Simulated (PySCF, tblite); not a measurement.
# C₇H₆NP: geometry, infrared bands and NMR shifts

What infrared bands and NMR shifts should C₇H₆NP (`C#Cc1nccpc1C`) show?

The runs use tblite 0.8.0 and PySCF 2.14.0, with density-fitted response routines of our own; the level of theory stands in each step. All values are computed, except where a source is named. Atoms are numbered from 0 throughout.

## Step 1: The molecule as given

15 atoms, charge 0, multiplicity 1; geometry from: force field or distance geometry start.

Bonds of the start (Å): C0–C1 1.19, C1–C2 1.45, C2–N3 1.35, N3–C4 1.37, C4–C5 1.38, C5–P6 1.83, P6–C7 1.87, C7–C8 1.50, C7–C2 1.40, C0–H9 1.07, C4–H10 1.09, C5–H11 1.09, C8–H12 1.09, C8–H13 1.10, C8–H14 1.09.

## Step 2: Optimising the geometry with GFN2-xTB

What the job is given:

```
{"job": {"kind": "relax", "xc": "GFN2-xTB", "basis": "xTB"}, "charge": 0, "multiplicity": 1}
C     -0.034600     2.703200    -1.471900
C      0.136200     1.651100    -0.945100
C      0.380200     0.375300    -0.293300
N      1.679600     0.021400    -0.414600
C      2.111000    -1.157700     0.139100
C      1.391100    -2.119400     0.824200
P     -0.400800    -1.941800     1.152100
C     -0.689000    -0.291400     0.328200
C     -2.084800     0.251900     0.352700
H     -0.197100     3.644500    -1.944900
H      3.175300    -1.325800    -0.029800
H      1.892400    -3.011400     1.196800
H     -2.473200     0.385000    -0.657900
H     -2.102100     1.221200     0.862900
H     -2.788800    -0.398200     0.879600
```

Started as:

```console
$ OMP_NUM_THREADS=1 python probes_run.py task.json out
```

This one command runs all jobs of the session in turn.

**Question.** This job is followed by: GFN2-xTB harmonic vibrations, gas phase; GIAO PBE0/pcSseg-1 NMR shielding, non-relativistic, gas phase. What will the session give for the following? strongest single infrared mode (GFN2-xTB); zero-point energy (GFN2-xTB); ¹³C shifts against TMS (PBE0/pcSseg-1); ¹H shifts against TMS (PBE0/pcSseg-1, means over atoms taken as alike); ¹⁵N shifts against NH3 (PBE0/pcSseg-1); ³¹P shifts against H3PO4 (PBE0/pcSseg-1).

**Answer**, as computed:

```
                                                              quantity                                             value
                             strongest single infrared mode (GFN2-xTB)                             1514 cm⁻¹, 103 km/mol
                                          zero-point energy (GFN2-xTB)                                     66.3 kcal/mol
                                ¹³C shifts against TMS (PBE0/pcSseg-1)  176.2, 156.3, 154.3, 148.8, 93.3, 87.2, 27.9 ppm
¹H shifts against TMS (PBE0/pcSseg-1, means over atoms taken as alike)                        9.26, 8.74, 3.21, 2.99 ppm
                                ¹⁵N shifts against NH3 (PBE0/pcSseg-1)                                         365.3 ppm
                              ³¹P shifts against H3PO4 (PBE0/pcSseg-1)                                         261.1 ppm
```

**Reading.** Relaxing lowered the energy by 0.467 eV in 38 steps; the close pair that moved most is P6–C7, from 1.867 to 1.744 Å. No mode is imaginary among the 39: a minimum at this level. The strongest single mode, at 1514 cm⁻¹, is spread over several atoms, C4, C2, C7, C5 among them. GFN2-xTB is a fitted tight-binding method: band positions and strengths are rough. Its intensities can rank the bands wrongly. NICS(1)zz of -24 ppm above the planar ring from C2 marks a diatropic (aromatic) ring current.
